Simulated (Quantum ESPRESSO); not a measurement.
# Ga in Quantum ESPRESSO: further runs, part 2 of 2

Quantum ESPRESSO 7.5.

### 3 Work function, PBE

Input file pw.in:

```
&CONTROL
  calculation = 'scf'
  prefix = 'pwscf'
  outdir = './tmp'
  pseudo_dir = './pseudo'
  tprnfor = .true.
  disk_io = 'low'
/
&SYSTEM
  ibrav = 0
  celldm(1) = 8
  nat = 2
  ntyp = 1
  ecutwfc = 80
  nbnd = 20
  occupations = 'smearing'
  smearing = 'fd'
  degauss = 0.00367493
/
&ELECTRONS
  conv_thr = 2d-09
  electron_maxstep = 150
  mixing_beta = 0.3
  mixing_mode = 'local-TF'
/
ATOMIC_SPECIES
Ga    69.7230 Ga.upf
CELL_PARAMETERS alat
  1.0229252863635   0.0000000000000   0.0000000000000
 -0.5114614621029   0.8858799856480  -0.0000000000000
  0.0000000000000   0.0000000000000   5.6219352207617
ATOMIC_POSITIONS crystal
Ga     0.3333300000    0.6666700000    0.2941200000
Ga     0.6666700000    0.3333300000    0.2941200000
K_POINTS automatic
2 2 1 0 0 0
```

Input file pp_density.in:

```
&INPUTPP
  prefix = 'pwscf'
  outdir = './tmp'
  filplot = 'density.dat'
  plot_num = 0
/
&PLOT
  nfile = 1
  filepp(1) = 'density.dat'
  iflag = 3
  output_format = 6
  fileout = 'density.cube'
/
```

Input file pp_potential.in:

```
&INPUTPP
  prefix = 'pwscf'
  outdir = './tmp'
  filplot = 'potential.dat'
  plot_num = 11
/
&PLOT
  nfile = 1
  filepp(1) = 'potential.dat'
  iflag = 3
  output_format = 6
  fileout = 'potential.cube'
/
```

Input file pp_elf.in:

```
&INPUTPP
  prefix = 'pwscf'
  outdir = './tmp'
  filplot = 'elf.dat'
  plot_num = 8
/
&PLOT
  nfile = 1
  filepp(1) = 'elf.dat'
  iflag = 3
  output_format = 6
  fileout = 'elf.cube'
/
```

Potentials or basis: PseudoDojo 0.4.1 SR PBE standard.

On the command line:

```sh
> OMP_NUM_THREADS=1 mpirun -n 2 pw.x -in pw.in > pw.out
> OMP_NUM_THREADS=1 mpirun -n 1 pp.x -in pp_density.in > pp_density.out
> OMP_NUM_THREADS=1 mpirun -n 1 pp.x -in pp_potential.in > pp_potential.out
> OMP_NUM_THREADS=1 mpirun -n 1 pp.x -in pp_elf.in > pp_elf.out
```

pw.out:

```text
This program is part of the open-source Quantum ESPRESSO suite
     for quantum simulation of materials; please cite
         "P. Giannozzi et al., J. Phys.:Condens. Matter 21 395502 (2009);
         "P. Giannozzi et al., J. Phys.:Condens. Matter 29 465901 (2017);
         "P. Giannozzi et al., J. Chem. Phys. 152 154105 (2020);
     in publications or presentations arising from this work. More details at

     Message from routine setup:
     using ibrav=0 with symmetry is DISCOURAGED, use correct ibrav instead

     Subspace diagonalization in iterative solution of the eigenvalue problem:
     a serial algorithm will be used

     --------------------
     sticks:   dense  smooth     PW     G-vecs:    dense   smooth      PW
     Min         741     741    216               126195   126195   20196
     Max         742     742    217               126212   126212   20203
     Sum        1483    1483    433               252407   252407   40399

     Using Slab Decomposition

     bravais-lattice index     =            0
     lattice parameter (alat)  =       8.0000  a.u.
     unit-cell volume          =    2608.4025 (a.u.)^3
     number of atoms/cell      =            2
     number of atomic types    =            1
     number of electrons       =        26.00
     number of Kohn-Sham states=           20
     kinetic-energy cutoff     =      80.0000  Ry
     charge density cutoff     =     320.0000  Ry
     scf convergence threshold =      2.0E-09
     mixing beta               =       0.3000
     number of iterations used =            8  local-TF  mixing
     Exchange-correlation= PBE
                           (   1   4   3   4   0   0   0)

     celldm(1)=   8.000000  celldm(2)=   0.000000  celldm(3)=   0.000000
     celldm(4)=   0.000000  celldm(5)=   0.000000  celldm(6)=   0.000000

     crystal axes: (cart. coord. in units of alat)
               a(1) = (   1.022925   0.000000   0.000000 )
               a(2) = (  -0.511461   0.885880  -0.000000 )
               a(3) = (   0.000000   0.000000   5.621935 )

     reciprocal axes: (cart. coord. in units 2 pi/alat)
               b(1) = (  0.977589  0.564409 -0.000000 )
               b(2) = (  0.000000  1.128821  0.000000 )
               b(3) = ( -0.000000  0.000000  0.177875 )

     PseudoPot. # 1 for Ga read from file:
     Ga.upf
     Pseudo is Norm-conserving + core correction, Zval = 13.0
     Generated using ONCVPSP code by D. R. Hamann
     Using radial grid of 1902 points,  6 beta functions with:
                l(1) =   0
                l(2) =   0
                l(3) =   1
                l(4) =   1
                l(5) =   2
                l(6) =   2

     atomic species   valence    mass     pseudopotential
     Ga               13.00    69.72300     Ga( 1.00)

      2 Sym. Ops. (no inversion) found

   Cartesian axes

     site n.     atom                  positions (alat units)
         1        Ga     tau(   1) = (  -0.0000043   0.5905896   1.6535236  )
         2        Ga     tau(   2) = (   0.5114682   0.2952904   1.6535236  )

     number of k points=     4  Fermi-Dirac smearing, width (Ry)=  0.0037
                       cart. coord. in units 2pi/alat
        k(    1) = (   0.0000000   0.0000000   0.0000000), wk =   0.5000000
        k(    2) = (   0.0000000  -0.5644105   0.0000000), wk =   0.5000000
        k(    3) = (  -0.4887943  -0.2822046   0.0000000), wk =   0.5000000
        k(    4) = (  -0.4887943  -0.8466152   0.0000000), wk =   0.5000000

     Dense  grid:   252407 G-vectors     FFT dimensions: (  48,  48, 270)

     Initial potential from superposition of free atoms

     starting charge      25.9947, renormalised to      26.0000

     negative rho (up, down):  2.846E-05 0.000E+00
     Starting wfcs are   18 randomized atomic wfcs +    2 random wfcs

     Self-consistent Calculation

     iteration #  1     ecut=    80.00 Ry     beta= 0.30
     Davidson diagonalization with overlap
     ethr =  1.00E-02,  avg # of iterations = 12.8

     Threshold (ethr) on eigenvalues was too large:
     Diagonalizing with lowered threshold

     Davidson diagonalization with overlap
     ethr =  2.76E-04,  avg # of iterations =  3.8

     total energy              =    -305.73069919 Ry
     estimated scf accuracy    <       0.07277329 Ry
[... 26 lines left out ...]
     total energy              =    -305.72574614 Ry
     estimated scf accuracy    <       0.00035310 Ry

     iteration #  6     ecut=    80.00 Ry     beta= 0.30
     Davidson diagonalization with overlap
     c_bands:  2 eigenvalues not converged
     ethr =  1.36E-06,  avg # of iterations = 14.5

     negative rho (up, down):  6.025E-04 0.000E+00

     total energy              =    -305.72572415 Ry
     estimated scf accuracy    <       0.00028511 Ry
[... 91 lines left out ...]
     iteration # 17     ecut=    80.00 Ry     beta= 0.30
     Davidson diagonalization with overlap
     ethr =  1.04E-11,  avg # of iterations =  2.0

     End of self-consistent calculation

          k = 0.0000 0.0000 0.0000 ( 31551 PWs)   bands (ev):

   -18.0217 -17.9240 -17.9240 -17.9139 -17.9139 -17.7480 -17.7480 -17.7035
   -17.7035 -17.6837 -11.2872  -3.9121  -1.8580  -1.8577  -1.4600   0.5620
     1.3465   1.5656   2.0783   2.0786

          k = 0.0000-0.5644 0.0000 ( 31540 PWs)   bands (ev):

   -18.0894 -18.0641 -17.9726 -17.9373 -17.8731 -17.7569 -17.7204 -17.6816
   -17.5729 -17.5677  -9.4484  -7.8896  -3.3475  -2.0053  -0.4579  -0.4428
     3.0671   3.3389   3.8399   3.9610

          k =-0.4888-0.2822 0.0000 ( 31540 PWs)   bands (ev):

   -18.0894 -18.0641 -17.9726 -17.9373 -17.8731 -17.7569 -17.7204 -17.6816
   -17.5729 -17.5677  -9.4484  -7.8896  -3.3475  -2.0053  -0.4579  -0.4428
     3.0671   3.3389   3.8402   3.9612

          k =-0.4888-0.8466 0.0000 ( 31540 PWs)   bands (ev):

   -18.0894 -18.0641 -17.9727 -17.9373 -17.8730 -17.7569 -17.7203 -17.6816
   -17.5729 -17.5677  -9.4485  -7.8894  -3.3476  -2.0054  -0.4577  -0.4429
     3.0670   3.3390   3.8402   3.9611

     the Fermi energy is    -2.0436 ev

!    total energy              =    -305.72571399 Ry
     estimated scf accuracy    <          1.4E-09 Ry
     smearing contrib. (-TS)   =      -0.00385839 Ry
     internal energy E=F+TS    =    -305.72185560 Ry

     The total energy is F=E-TS. E is the sum of the following terms:
     one-electron contribution =   -1091.44291190 Ry
     hartree contribution      =     557.96607580 Ry
     xc contribution           =     -83.49389712 Ry
     ewald contribution        =     311.24887762 Ry

     convergence has been achieved in  17 iterations

     Forces acting on atoms (cartesian axes, Ry/au):

     atom    1 type  1   force =    -0.00000270    0.00000447    0.00000000
     atom    2 type  1   force =     0.00000270   -0.00000447    0.00000000

     Total force =     0.000007     Total SCF correction =     0.000090
     SCF correction compared to forces is large: reduce conv_thr to get better values

=------------------------------------------------------------------------------=
   JOB DONE.
=------------------------------------------------------------------------------=
```

pp_potential.out:

```text
This program is part of the open-source Quantum ESPRESSO suite
     for quantum simulation of materials; please cite
         "P. Giannozzi et al., J. Phys.:Condens. Matter 21 395502 (2009);
         "P. Giannozzi et al., J. Phys.:Condens. Matter 29 465901 (2017);
         "P. Giannozzi et al., J. Chem. Phys. 152 154105 (2020);
     in publications or presentations arising from this work. More details at

     IMPORTANT: XC functional enforced from input :
     Exchange-correlation= PBE
                           (   1   4   3   4   0   0   0)
     Any further DFT definition will be discarded
     Please, verify this is what you really want

     G-vector sticks info
     --------------------
     sticks:   dense  smooth     PW     G-vecs:    dense   smooth      PW
     Sum        1483    1483    433               252407   252407   40399

     Using Slab Decomposition

     Calling punch_plot, plot_num =  11
     Writing data to file  potential.dat
     Reading data from file  potential.dat

     Writing data to be plotted to file potential.cube
     Plot Type: 3D                     Output format: Gaussian cube

=------------------------------------------------------------------------------=
   JOB DONE.
=------------------------------------------------------------------------------=
```

Run time: 51 s. Hardware: 2 MPI ranks of Arm Neoverse V2, shared host; peak memory 0.44 GiB.

These settings aren't checked as converged: the numbers below hold their error.

Results:

* Free energy: -4159.6102 eV
* Band gap on the k mesh: none (metal or under the smearing width)
* Work function of the upper face: 3.56 eV
* Work function of the lower face: 3.56 eV

Caveat: the k mesh is coarse (spacing up to 0.84 Å⁻¹), so the values aren't converged.

### 4 Work function, PBE

pw.in: that of step 3 with these lines changed.

```diff
@@ -35,2 +35,2 @@
 K_POINTS automatic
-2 2 1 0 0 0
+4 4 1 0 0 0
```

pp_density.in is that of step 3.

pp_potential.in is that of step 3.

pp_elf.in is that of step 3.

Potentials or basis: PseudoDojo 0.4.1 SR PBE standard.

On the command line:

```sh
> OMP_NUM_THREADS=1 mpirun -n 2 pw.x -in pw.in > pw.out
> OMP_NUM_THREADS=1 mpirun -n 1 pp.x -in pp_density.in > pp_density.out
> OMP_NUM_THREADS=1 mpirun -n 1 pp.x -in pp_potential.in > pp_potential.out
> OMP_NUM_THREADS=1 mpirun -n 1 pp.x -in pp_elf.in > pp_elf.out
```

pw.out:

```text
This program is part of the open-source Quantum ESPRESSO suite
     for quantum simulation of materials; please cite
         "P. Giannozzi et al., J. Phys.:Condens. Matter 21 395502 (2009);
         "P. Giannozzi et al., J. Phys.:Condens. Matter 29 465901 (2017);
         "P. Giannozzi et al., J. Chem. Phys. 152 154105 (2020);
     in publications or presentations arising from this work. More details at

     Message from routine setup:
     using ibrav=0 with symmetry is DISCOURAGED, use correct ibrav instead

     Subspace diagonalization in iterative solution of the eigenvalue problem:
     a serial algorithm will be used

     --------------------
     sticks:   dense  smooth     PW     G-vecs:    dense   smooth      PW
     Min         741     741    216               126195   126195   20196
     Max         742     742    217               126212   126212   20203
     Sum        1483    1483    433               252407   252407   40399

     Using Slab Decomposition

     bravais-lattice index     =            0
     lattice parameter (alat)  =       8.0000  a.u.
[... 249 lines left out ...]
     3.0826   3.3170   3.8053   3.9585

          k =-0.4888 0.0000 0.0000 ( 31474 PWs)   bands (ev):

   -18.0454 -17.9292 -17.9087 -17.8658 -17.7752 -17.6926 -17.6149 -17.5953
   -17.5766 -17.4311  -9.5542  -7.4137  -4.4619  -2.1138   0.0088   2.5025
     2.5131   2.7884   3.1538   3.5707

          k =-0.4888-0.8466 0.0000 ( 31540 PWs)   bands (ev):

   -18.0107 -17.9856 -17.8934 -17.8581 -17.7934 -17.6766 -17.6392 -17.6008
   -17.4915 -17.4858  -9.4207  -7.8705  -3.3142  -1.9816  -0.4737  -0.4521
     3.0830   3.3171   3.8051   3.9584

     the Fermi energy is    -2.8042 ev

!    total energy              =    -305.80286547 Ry
     estimated scf accuracy    <          9.6E-10 Ry
     smearing contrib. (-TS)   =      -0.00124541 Ry
     internal energy E=F+TS    =    -305.80162006 Ry

     The total energy is F=E-TS. E is the sum of the following terms:
     one-electron contribution =   -1091.64846737 Ry
     hartree contribution      =     558.09707627 Ry
     xc contribution           =     -83.49910657 Ry
     ewald contribution        =     311.24887762 Ry

     convergence has been achieved in  15 iterations

     Forces acting on atoms (cartesian axes, Ry/au):

     atom    1 type  1   force =     0.00000963   -0.00000666    0.00000000
     atom    2 type  1   force =    -0.00000963    0.00000666    0.00000000

     Total force =     0.000017     Total SCF correction =     0.000008
     SCF correction compared to forces is large: reduce conv_thr to get better values

=------------------------------------------------------------------------------=
   JOB DONE.
=------------------------------------------------------------------------------=
```

pp_density.out:

```text
This program is part of the open-source Quantum ESPRESSO suite
     for quantum simulation of materials; please cite
         "P. Giannozzi et al., J. Phys.:Condens. Matter 21 395502 (2009);
         "P. Giannozzi et al., J. Phys.:Condens. Matter 29 465901 (2017);
         "P. Giannozzi et al., J. Chem. Phys. 152 154105 (2020);
     in publications or presentations arising from this work. More details at

     IMPORTANT: XC functional enforced from input :
     Exchange-correlation= PBE
                           (   1   4   3   4   0   0   0)
     Any further DFT definition will be discarded
     Please, verify this is what you really want

     G-vector sticks info
     --------------------
     sticks:   dense  smooth     PW     G-vecs:    dense   smooth      PW
     Sum        1483    1483    433               252407   252407   40399

     Using Slab Decomposition

     Calling punch_plot, plot_num =   0
     Writing data to file  density.dat
     Reading data from file  density.dat

     Writing data to be plotted to file density.cube
     Plot Type: 3D                     Output format: Gaussian cube

=------------------------------------------------------------------------------=
   JOB DONE.
=------------------------------------------------------------------------------=
```

It took 92 s on 2 MPI ranks of Arm Neoverse V2, shared host; peak memory 0.5 GiB.

Results:

* Free energy: -4160.6599 eV
* Band gap on the k mesh: none (metal or under the smearing width)
* Work function of the upper face: 4.31 eV
* Work function of the lower face: 4.31 eV

Caveat: the k mesh is coarse (spacing up to 0.42 Å⁻¹), so the values aren't converged.
